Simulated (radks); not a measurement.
# Ru in [Kr] 4d7 5s1: an all-electron calculation

An exercise on one series of results from a longer session: the logs are not shown, and one member is left open.

Method: scalar-relativistic Kohn-Sham, PBEsol, spin-unpolarised, spherical densities, finite nucleus. Code: radks (a radial shooting solver on a logarithmic mesh, Libxc functionals) version 1.

## Starting point

| Quantity | Value |
| --- | --- |
| element | ruthenium (Z = 44) |
| charge | 0 |
| electrons | 44 |
| configuration | [Kr] 4d7 5s1 |
| nuclear rms radius | 4.4809 fm |

The outer shells:

Ru
```
[Kr] core
4d [↑↓][↑↓][↑ ][↑ ][↑ ]
5s [↑ ]
```

The first run:

Settings of this run:

```text
Z 44
configuration [Kr] 4d7 5s1 5p0 6s0
relativity scalar-relativistic
functional pbe_sol,pbe_sol
spin unpolarised
nucleus finite rms 4.4809 fm
c 137.035999084
```

One table of the session follows, with a row left open; its other results are not shown here.

It belongs to the step «Orbitals and density». Radial moments (bohr):

```
level     <r>  outermost maximum (interpolated)  90 % within  nodes
   1s       ?                                 ?            ?      ?
   2s  0.1457                             0.123        0.225      1
   2p  0.1270                            0.0983        0.207      0
   3s  0.4030                             0.362        0.594      2
   3p  0.4032                             0.355        0.608      1
   3d  0.3843                             0.301        0.612      0
   4s   1.019                             0.914         1.48      3
   4p   1.128                             0.982         1.67      2
   4d   1.703                              1.21         2.81      1
   5s   3.358                              2.73         5.10      4
   5p   5.266                              3.87         8.43      3
```

Q: Estimate the row for 1s from the others.

As computed: <r>: 0.03345; outermost maximum (interpolated): 0.0217; 90 % within: 0.0600; nodes: 0. In the column «<r>» it is the lowest.

To keep in mind: Spin polarisation and multiplet splitting are left out.
